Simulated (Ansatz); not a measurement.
# GaC18: the cost of one run

Program: Ansatz 0.2.0. Level of theory: DFT PBE, plane waves, PAW, scalar-relativistic, collinear spin. These are calculated values, not measurements.

## Step 1: Starting point

The cell holds 19 atoms (C18Ga): a = 7.398 Å, b = 7.398 Å, c = 11.000 Å, α = 90.00°, β = 90.00°, γ = 120.00°.

As a file:

```xyz
19
Lattice="7.3980 0.0000 0.0000 -3.6990 6.4069 0.0000 0.0000 0.0000 11.0000" Properties=species:S:1:pos:R:3 pbc="T T T"
C     0.0000    0.0000    1.0000
C     1.2330    0.7119    1.0000
C    -1.2330    2.1356    1.0000
C     0.0000    2.8475    1.0000
C    -2.4660    4.2712    1.0000
C    -1.2330    4.9831    1.0000
C     2.4660    0.0000    1.0000
C     3.6990    0.7119    1.0000
C     1.2330    2.1356    1.0000
C     2.4660    2.8475    1.0000
C     0.0000    4.2712    1.0000
C     1.2330    4.9831    1.0000
C     4.9320    0.0000    1.0000
C     6.1650    0.7119    1.0000
C     3.6990    2.1356    1.0000
C     4.9320    2.8475    1.0000
C     2.4660    4.2712    1.0000
C     3.6990    4.9831    1.0000
Ga    1.2207    2.6620    2.9700
```

## Step 2: Relaxing end A

File input.yaml:

```yaml
crystal:
  lattice:
    - [7.398, 0.0, 0.0]
    - [-3.699, 6.406856, 0.0]
    - [0.0, 0.0, 11.0]
  atoms:
    - { symbol: C, position: [0.0, 0.0, 0.0909091] }
    - { symbol: C, position: [0.2222222, 0.1111111, 0.0909091] }
    - { symbol: C, position: [0.0, 0.3333333, 0.0909091] }
    - { symbol: C, position: [0.2222222, 0.4444444, 0.0909091] }
    - { symbol: C, position: [0.0, 0.6666667, 0.0909091] }
    - { symbol: C, position: [0.2222222, 0.7777778, 0.0909091] }
    - { symbol: C, position: [0.3333333, 0.0, 0.0909091] }
    - { symbol: C, position: [0.5555556, 0.1111111, 0.0909091] }
    - { symbol: C, position: [0.3333333, 0.3333333, 0.0909091] }
    - { symbol: C, position: [0.5555556, 0.4444444, 0.0909091] }
    - { symbol: C, position: [0.3333333, 0.6666667, 0.0909091] }
    - { symbol: C, position: [0.5555556, 0.7777778, 0.0909091] }
    - { symbol: C, position: [0.6666667, 0.0, 0.0909091] }
    - { symbol: C, position: [0.8888889, 0.1111111, 0.0909091] }
    - { symbol: C, position: [0.6666667, 0.3333333, 0.0909091] }
    - { symbol: C, position: [0.8888889, 0.4444444, 0.0909091] }
    - { symbol: C, position: [0.6666667, 0.6666667, 0.0909091] }
    - { symbol: C, position: [0.8888889, 0.7777778, 0.0909091] }
    - { symbol: Ga, position: [0.3727473, 0.4154965, 0.27], spin: 1.0 }
magnetization:
  spin_polarized: true
basis:
  ecutwfc: 420.0
kpoints:
  mp_grid: { grid: [2, 2, 1] }
hamiltonian:
  xc: pbe
scf:
  occupations: { method: gaussian, width: 0.05 }
  lower_state_search: "off"
relax:
  f_tol: 0.03
  max_steps: 60
  adjacent_minimum: "off"
output:
  write_density: true
  write_potential: true
  elf: true
  volumetric_format: npy
```

Started as:

```sh
$ ansatz run input.yaml --threads 2 --pin off --max-ram 5120MiB --backend cpu --events-out ev --progress --plain --runs-dir out
```

Q: Estimate wall time and peak memory on 2 threads of INTEL XEON PLATINUM 8581C at 2.10GHz (Emerald Rapids), shared host.

About 80 s, with a peak of 0.98 GiB.
